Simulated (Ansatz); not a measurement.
Born–Oppenheimer molecular dynamics of a periodic cell of 19 atoms, W8C9F2 (surface WC(001), adsorbate CF2). It goes on from the last frame of an earlier run, with new velocities.

Method: DFT PBE, scalar-relativistic, plane waves, PAW in Ansatz 0.2.0. Settings: accuracy low, PAW set soft_1, cutoff 420 eV, k mesh 2x2x1, fermi-dirac smearing 0.1 eV, no spin polarisation.

* ensemble: NVT, Langevin thermostat
* time step: 1 fs
* steps asked: 200
* set temperature: 1350 K
* friction: 0.005 /fs
* atoms held: 1, 5, 9, 13
* seed: 576577

First frame:

```xyz
19
Lattice="5.7868 0.0000 0.0000 -2.8934 5.0115 0.0000 0.0000 0.0000 17.2473" Properties=species:S:1:pos:R:3
W 0.000 0.000 1.000
C 1.430 0.941 2.240
W -0.015 -0.006 3.838
C 1.442 0.736 5.100
W -1.447 2.506 1.000
C -0.021 3.323 2.288
W -1.444 2.447 3.946
C -0.035 3.249 4.962
W 2.893 0.000 1.000
C 4.196 0.750 2.431
W 2.842 -0.033 3.870
C 4.285 0.579 5.168
W 1.447 2.506 1.000
C 2.912 3.268 2.369
W 1.418 2.394 3.834
C 2.768 3.253 4.965
C 4.283 1.083 6.391
F 3.210 1.421 7.114
F 5.355 1.350 7.177
```

Problem. What does the run give?

Solution. The run went to its last step.

```
steps done                                               : 200
time covered                                             : 200 fs
mean temperature over the second half                    : 1188 K
spread of the potential energy over the second half      : 22.3 meV per atom
mean potential energy of the second half above the start : 82.4 meV per atom
```

The mean temperature of the second half is 12 % below the set value. A run of 0.2 ps of so small a system gives no equilibrium averages. The SCF threshold is loose, so the forces are noisy. Limits of this set-up: coarse k mesh, thin slab, slab without dipole correction, no dispersion correction for a molecule that may bind weakly, low accuracy level.

Problem. What happens to the structure?

Solution. Mean squared displacements from the first frame to the last: W 0.02 Å², C 0.10 Å², F 0.29 Å². Another seed would give other details.

Problem. How do temperature and energy run in time?

Solution. 
```
time (fs)  T (K)  potential energy less start (eV)
        0   1350                             0.000
        6   1020                             0.207
       12    661                             0.847
       18    689                             0.832
       24    745                             0.754
       30    868                             0.382
       36    747                             0.690
       42    719                             0.793
       48    635                             1.189
       54   1015                             0.592
       60   1085                             0.488
       66   1106                             0.250
       72    801                             0.595
       78    964                             0.501
       84    785                             1.103
       90   1012                             0.688
       96   1087                             0.764
      102   1051                             1.111
      108   1196                             1.134
      114   1175                             1.277
      120   1121                             1.703
      126   1192                             1.566
      132    960                             1.841
      138   1019                             1.642
      144   1315                             1.301
      150   1310                             1.281
      156   1216                             1.614
      162   1091                             1.991
      168   1048                             2.149
      174   1113                             1.952
      180   1701                             0.983
      186   1781                             0.919
      192   1201                             1.775
      198    706                             2.470
```

Time of the run: 9.4 min on 2 threads of Arm Neoverse V2, on a shared host, peak memory 1.1 GiB.
